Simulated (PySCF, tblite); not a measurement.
**C₃H₉GeSi radical: geometry, infrared bands and EPR parameters**

What infrared bands and EPR parameters should C₃H₉GeSi radical (`C=[C][SiH2][CH2][GeH3]`) show?

Computed with tblite 0.8.0 and PySCF 2.14.0, with density-fitted response routines of our own, on a single molecule in the gas phase. Atoms count from 0, in the outputs and in this text.

**1. Starting geometry**

14 atoms, charge 0, multiplicity 2; geometry from: force field or distance geometry start.

Bonds of the start (Å): C0–C1 1.33, C1–Si2 1.84, Si2–C3 1.89, C3–Ge4 1.95, C0–H5 1.09, C0–H6 1.08, Si2–H7 1.46, Si2–H8 1.47, C3–H9 1.11, C3–H10 1.10, Ge4–H11 1.55, Ge4–H12 1.55, Ge4–H13 1.54.

**2. Optimising the geometry with GFN2-xTB**

Job settings and geometry (Å):

```
{"job": {"kind": "relax", "xc": "GFN2-xTB", "basis": "xTB"}, "charge": 0, "multiplicity": 2}
C      2.185400     1.183000     0.446300
C      1.566800     0.245900     1.155200
Si     0.707700    -1.177300     0.361800
C     -0.671600    -0.535200    -0.754300
Ge    -1.994400     0.403300     0.328000
H      2.170800     1.153300    -0.640800
H      2.679900     2.006000     0.948900
H      1.665400    -1.931700    -0.447700
H      0.134000    -2.054500     1.392800
H     -1.160700    -1.401700    -1.249800
H     -0.250300     0.142900    -1.508100
H     -1.326200     1.614800     1.016100
H     -3.140400     0.904000    -0.591200
H     -2.567000    -0.553100     1.391200
```

Command:

```
OMP_NUM_THREADS=1 python probes_run.py task.json out
```

One launch serves the whole session: the jobs run in the order shown.

Standard output:

```text
step      E/eV     max force
  0    -394.79583    1.895
  1    -394.85337    1.608
  2    -394.89740    0.479
  3    -394.93934    0.424
  4    -394.96185    0.451
  5    -394.97459    0.321
  6    -394.98532    0.315
  7    -394.99612    0.446
  8    -395.01013    0.465
  9    -395.02396    0.410
 10    -395.03661    0.284
 11    -395.04780    0.366
 12    -395.05955    0.363
 13    -395.07192    0.340
 14    -395.08127    0.266
 15    -395.08680    0.211
 16    -395.09054    0.226
 17    -395.09531    0.235
 18    -395.10270    0.290
 19    -395.11139    0.272
 20    -395.11793    0.192
 21    -395.12141    0.125
 22    -395.12331    0.121
 23    -395.12498    0.135
 24    -395.12710    0.171
 25    -395.12904    0.151
 26    -395.13094    0.124
 27    -395.13240    0.095
 28    -395.13337    0.093
 29    -395.13422    0.081
 30    -395.13537    0.094
 31    -395.13642    0.077
 32    -395.13732    0.079
 33    -395.13800    0.063
 34    -395.13870    0.068
 35    -395.13970    0.098
 36    -395.14098    0.109
 37    -395.14216    0.089
 38    -395.14304    0.073
 39    -395.14395    0.090
 40    -395.14530    0.125
 41    -395.14711    0.126
 42    -395.14869    0.091
 43    -395.14953    0.074
 44    -395.15004    0.056
 45    -395.15063    0.088
 46    -395.15143    0.105
 47    -395.15220    0.086
 48    -395.15268    0.055
 49    -395.15298    0.051
 50    -395.15332    0.081
 51    -395.15379    0.074
 52    -395.15466    0.043
 53    -395.15500    0.053
 54    -395.15533    0.054
 55    -395.15560    0.055
 56    -395.15590    0.034
 57    -395.15617    0.041
 58    -395.15638    0.034
 59    -395.15655    0.031
 60    -395.15667    0.031
 61    -395.15680    0.030
 62    -395.15698    0.065
 63    -395.15727    0.069
 64    -395.15765    0.110
 65    -395.15809    0.076
 66    -395.15844    0.075
 67    -395.15881    0.072
 68    -395.15908    0.063
 69    -395.15954    0.033
 70    -395.16009    0.066
 71    -395.16043    0.080
 72    -395.16074    0.070
 73    -395.16083    0.105
 74    -395.16126    0.053
 75    -395.16152    0.036
 76    -395.16221    0.027
 77    -395.16233    0.039
 78    -395.16254    0.050
 79    -395.16284    0.052
 80    -395.16340    0.054
 81    -395.16405    0.051
 82    -395.16453    0.060
 83    -395.16447    0.162
 84    -395.16511    0.051
 85    -395.16544    0.069
 86    -395.16627    0.131
 87    -395.16686    0.149
 88    -395.16749    0.119
 89    -395.16803    0.089
 90    -395.16868    0.048
 91    -395.16931    0.044
 92    -395.16973    0.160
 93    -395.16996    0.059
 94    -395.17033    0.079
 95    -395.17052    0.072
 96    -395.17080    0.054
 97    -395.17119    0.046
 98    -395.17180    0.053
 99    -395.17224    0.037
100    -395.17241    0.021
101    -395.17247    0.021
102    -395.17253    0.020
103    -395.17262    0.017
104    -395.17274    0.028
105    -395.17285    0.029
106    -395.17291    0.018
107    -395.17295    0.020
108    -395.17299    0.020
109    -395.17304    0.020
110    -395.17310    0.023
111    -395.17316    0.015
112    -395.17320    0.020
113    -395.17323    0.024
114    -395.17328    0.027
115    -395.17335    0.027
116    -395.17347    0.029
117    -395.17359    0.025
118    -395.17369    0.021
119    -395.17376    0.021
120    -395.17384    0.031
121    -395.17401    0.055
122    -395.17435    0.086
123    -395.17493    0.107
124    -395.17562    0.098
125    -395.17626    0.048
126    -395.17660    0.041
127    -395.17674    0.032
128    -395.17690    0.055
129    -395.17701    0.031
130    -395.17713    0.014
131    -395.17717    0.015
132    -395.17721    0.013
133    -395.17724    0.011
134    -395.17726    0.009
```

Run time: 0.82 s. Hardware: 1 thread of Arm Neoverse V1, shared host.

The steps of the relaxation: (not every step is listed)

| step | energy from step 0 (eV) | largest force (eV/Å) |
| --- | --- | --- |
| 0 | 0.0000 | 1.8948 |
| 1 | -0.0575 | 1.6080 |
| 2 | -0.1016 | 0.4791 |
| 3 | -0.1435 | 0.4245 |
| 4 | -0.1660 | 0.4510 |
| 5 | -0.1788 | 0.3215 |
| 6 | -0.1895 | 0.3148 |
| 7 | -0.2003 | 0.4456 |
| 8 | -0.2143 | 0.4654 |
| 20 | -0.3221 | 0.1916 |
| 32 | -0.3415 | 0.0790 |
| 44 | -0.3542 | 0.0564 |
| 56 | -0.3601 | 0.0342 |
| 68 | -0.3632 | 0.0629 |
| 80 | -0.3676 | 0.0543 |
| 92 | -0.3739 | 0.1597 |
| 104 | -0.3769 | 0.0283 |
| 116 | -0.3776 | 0.0292 |
| 128 | -0.3811 | 0.0545 |
| 129 | -0.3812 | 0.0311 |
| 130 | -0.3813 | 0.0136 |
| 131 | -0.3813 | 0.0153 |
| 132 | -0.3814 | 0.0134 |
| 133 | -0.3814 | 0.0115 |
| 134 | -0.3814 | 0.0091 |

Close pairs (by a distance rule), those that changed most:

| bond | before (Å) | after (Å) | change (Å) |
| --- | --- | --- | --- |
| Ge4–H12 | 1.552 | 1.502 | -0.050 |
| Ge4–H11 | 1.545 | 1.496 | -0.049 |
| Ge4–H13 | 1.540 | 1.497 | -0.043 |
| C0–C1 | 1.328 | 1.291 | -0.037 |
| C3–H9 | 1.112 | 1.090 | -0.021 |
| Si2–C3 | 1.887 | 1.905 | +0.019 |
| C1–Si2 | 1.842 | 1.830 | -0.012 |
| C3–H10 | 1.098 | 1.090 | -0.008 |

The next job starts from the end point, and lists it.

**3. Vibrational analysis with GFN2-xTB**

Job settings and geometry (Å):

```
{"job": {"kind": "ir", "xc": "GFN2-xTB", "basis": "xTB"}, "charge": 0, "multiplicity": 2}
C      2.330286     1.338996     0.645385
C      1.742970     0.288940     0.178335
Si     0.748899    -1.246163     0.116044
C     -0.892278    -0.811384    -0.749059
Ge    -1.988315     0.470069     0.245770
H      2.878686     2.032600     0.015915
H      2.327112     1.618216     1.697939
H      1.480493    -2.228749    -0.697780
H      0.440389    -1.839723     1.431160
H     -1.465962    -1.726848    -0.894768
H     -0.689966    -0.407271    -1.740583
H     -1.322804     1.805217     0.361103
H     -3.323016     0.700395    -0.402578
H     -2.267171     0.005231     1.641520
```

Standard output:

```text
mode    cm-1     km/mol
  1      35.3      0.47
  2      62.0      1.16
  3     104.8      0.68
  4     115.4      6.51
  5     135.9      0.67
  6     173.7      1.43
  7     310.0     14.14
  8     440.5     45.52
  9     455.2     26.53
 10     470.9     41.05
 11     524.1     37.77
 12     610.6     38.74
 13     664.8     55.73
 14     678.8    117.49
 15     740.7    195.59
 16     764.7    515.01
 17     795.9    271.48
 18     811.3    223.37
 19     868.7    118.30
 20     869.1    127.64
 21     872.1     22.48
 22     879.5      2.88
 23    1013.3      3.21
 24    1112.7     66.03
 25    1352.2     11.81
 26    1439.7      0.31
 27    1806.3      0.75
 28    1952.4    212.78
 29    2035.2    470.88
 30    2057.6    415.93
 31    2125.3    391.07
 32    2188.9    323.02
 33    2905.3     12.32
 34    2962.8     46.22
 35    2973.9     24.75
 36    2974.9     15.81
```

It took 0.41 s on 1 thread of Arm Neoverse V1, shared host.

Which atoms move in the most intense modes:

| cm⁻¹ | km/mol | atoms |
| --- | --- | --- |
| 765 | 515.0 | Si2 24 %, C3 19 %, H11 14 %, H13 11 % |
| 796 | 271.5 | H7 44 %, H8 41 % |
| 811 | 223.4 | H12 21 %, H11 21 %, H13 21 %, C3 12 % |
| 1952 | 212.8 | H12 54 %, H13 24 %, H11 21 % |
| 2035 | 470.9 | H12 43 %, H13 38 %, H11 16 % |
| 2058 | 415.9 | H11 61 %, H13 36 % |
| 2125 | 391.1 | H8 92 % |
| 2189 | 323.0 | H7 93 % |

**4. g tensor and hyperfine couplings: B3LYP/def2-TZVP-core+pcH-1**

The job, as its differences from that of step 3:

```diff
@@ -1,2 +1,2 @@
-{"job": {"kind": "ir", "xc": "GFN2-xTB", "basis": "xTB"}, "charge": 0, "multiplicity": 2}
+{"job": {"kind": "epr", "basis": "pcH-1"}, "charge": 0, "multiplicity": 2}
 C      2.330286     1.338996     0.645385
```

Level: UKS B3LYP, def2-TZVP-core on Ge, pcH-1 on C H Si, non-relativistic, mean-field spin-orbit, GIAO.

Standard output:

```text
UKS, coarse grid
  cycle   1  E = -2486.12090447  |g| = 1.34e+00
  cycle   2  E = -2486.06756140  |g| = 9.05e-01
  cycle   3  E = -2486.19205390  |g| = 3.65e-01
  cycle   4  E = -2486.22330555  |g| = 5.59e-02
  cycle   5  E = -2486.22483929  |g| = 1.72e-02
  cycle   6  E = -2486.22497981  |g| = 6.22e-03
  cycle   7  E = -2486.22500415  |g| = 2.33e-03
  cycle   8  E = -2486.22501292  |g| = 1.13e-03
  cycle   9  E = -2486.22501525  |g| = 6.48e-04
UKS, final grid
  cycle   1  E = -2486.22506837  |g| = 5.01e-04
  cycle   2  E = -2486.22506860  |g| = 5.27e-04
  cycle   3  E = -2486.22506877  |g| = 1.58e-04
  cycle   4  E = -2486.22506886  |g| = 1.49e-04
  cycle   5  E = -2486.22506889  |g| = 4.74e-05
  cycle   6  E = -2486.22506889  |g| = 1.98e-05
E = -2486.22506889 Eh   <S^2> = 0.7582 (exact 0.7500)
g shifts (ppm)      1          2          3
  rmc          -127       -127       -127
  gc             30          0         20
  oz_so        -484       -124        720
  total        -580       -250        613
hyperfine (MHz)  atom isotope    a_iso     a_fc   dipolar eigenvalues
    0   13C     -48.94     -48.94    -15.69      3.43     12.26
    1   13C     125.09     125.24    -78.90    -61.65    140.54
    2  29Si      15.32      15.36     -4.53     -0.42      4.95
    3   13C       2.57       2.57     -0.75     -0.53      1.28
    4  73Ge       0.14       0.14     -0.08      0.03      0.05
    5    1H     162.98     162.98     -5.46     -3.97      9.43
    6    1H     190.49     190.49     -4.62     -2.43      7.05
    7    1H      22.00      22.00     -3.80     -2.51      6.31
    8    1H      93.61      93.61     -3.55     -1.23      4.78
    9    1H      -1.14      -1.14     -1.33     -1.05      2.38
   10    1H      -0.25      -0.25     -2.56     -1.91      4.47
   11    1H       0.49       0.48     -1.65     -1.51      3.16
   12    1H       0.85       0.85     -0.55     -0.52      1.07
   13    1H       0.00       0.00     -0.97     -0.86      1.83
```

Wall time 2.3 min (1 thread of Arm Neoverse V1, shared host); peak memory 1.1 GiB.

Principal g values 2.00174, 2.00207, 2.00293; g(iso) = 2.00225, against 2.00232 for a free electron.

Mean a(iso) over the nuclei that a row names, and the largest dipolar term of the row (other rows stand at the frozen geometry):

| nuclei | isotope | a(iso) (MHz) | a(iso) (G, at g = 2.0023) | largest dipolar term (MHz) |
| --- | --- | --- | --- | --- |
| H6 | 1H | 190.5 | 68.0 | 7.0 |
| H5 | 1H | 163.0 | 58.2 | 9.4 |
| C1 | 13C | 125.1 | 44.6 | 140.5 |
| H7, H8 | 1H | 57.8 | 20.6 | 6.3 |
| C0 | 13C | -48.9 | -17.5 | -15.7 |
| Si2 | 29Si | 15.3 | 5.5 | 4.9 |
| C3 | 13C | 2.6 | 0.9 | 1.3 |
| H9, H10 | 1H | -0.7 | -0.2 | 4.5 |
| H11, H12, H13 | 1H | 0.4 | 0.2 | 3.2 |
| Ge4 | 73Ge | 0.1 | 0.0 | -0.1 |

Mulliken spin populations:

C0 -0.18; C1 0.98; Si2 -0.02; C3 0.00; Ge4 0.00; H5 0.07; H6 0.08; H7 0.01; H8 0.06; H9 0.00; H10 0.00; H11 0.00; H12 0.00; H13 0.00

In first order the couplings over 0.8 MHz of 1H give 12 distinct lines over 167.4 G, if the averaged nuclei exchange fast.

Orbitals, density, ELF and potential are computed afterwards from the orbital file.

ELF in a plane through or near 7 of the atoms.

Ten even steps from '0' (0.00) to '9' (1.00):
```
0000000000000000000000000000
0000000000000000000000000000
0000000000000000000000000000
0000000000000146520000000000
0000000000000799961000000000
0000000000001999993147851000
0000001332100899962499995000
0000025665520278335289997000
0000145228751002166269994000
0000245477563014631233320000
0000256885086246887410000000
0000246776892169447630000000
0000023445624309789994000000
0000000001463224369995000000
0000000004999982015750000000
0000000018999992000000000000
0000000017999992000000000000
0000000001588740000000000000
0000000000000000000000000000
0000000000000000000000000000
```
The map spans 11.7 Å across and 10.6 Å up, centred on the molecule. Atoms in the plane (x, y in Å): C0 (-2.6, 0.7), C1 (-1.7, -0.2), Ge4 (1.8, 1.0), H7 (-0.7, -2.7), H9 (2.0, -1.4), H11 (0.8, 2.1), H12 (3.1, 1.5).

log10 of the density (e/Å³) in the same plane.

Ten even steps from '0' (-4.0) to '9' (1.7):
```
0000000000000000000000000000
0000000000000000000000000000
0000000000000011111000000000
0000000000001223332221100000
0000011111112334443332211000
0001123333223456655444332100
0012344554333456766665543100
0013456665544456689766543200
0023457976654445699766543100
0023456777765455666654432100
0012455678766556676544321000
0012344567776667776643210000
0001233455668866667653210000
0000012344566665556543200000
0000001234567655444432100000
0000000124566554322210000000
0000000123455443211000000000
0000000012233322100000000000
0000000001111111000000000000
0000000000000000000000000000
```
The map spans 11.7 Å across and 10.6 Å up, centred on the molecule. Atoms in the plane (x, y in Å): C0 (-2.6, 0.7), C1 (-1.7, -0.2), Ge4 (1.8, 1.0), H7 (-0.7, -2.7), H9 (2.0, -1.4), H11 (0.8, 2.1), H12 (3.1, 1.5).

On the surface of density 0.002 e/bohr³ the electrostatic potential runs, from the 1st to the 99th percentile, from -0.52 V near C1 to 0.97 V near H9.

The spin density lies nearest to C1 70 %; C0 7 % (beta excess); H5, H6 about 6 % each.

**5. What came out**

| quantity | value |
| --- | --- |
| strongest single infrared mode (GFN2-xTB) | 765 cm⁻¹, 515 km/mol |
| zero-point energy (GFN2-xTB) | 57.6 kcal/mol |
| g(iso) (B3LYP) | 2.00225 |
| ⟨S²⟩ | 0.758 (exact 0.75) |
| largest a(iso) (averaged by class) | 1H on H6, 190.5 MHz |
| surface potential, 1st and 99th percentile | -0.52 V and 0.97 V |

In words: The optimisation took 134 steps and gained 0.381 eV; among the close pairs (by a distance rule), Ge4–H12 changed most, from 1.552 to 1.502 Å. All 36 modes are real, so the xTB geometry is a minimum. The strongest single mode, at 765 cm⁻¹, is spread over several atoms, Si2, C3, H11, H13 among them. Unscaled tight-binding wavenumbers are off by several per cent, some by more. Its intensities can rank the bands wrongly. C1 carries the largest spin population, 0.98 e. The isotropic g lies 0.1 ppt below the free-electron value. The hyperfine terms hold no scalar relativity, which the heavier nuclei need.
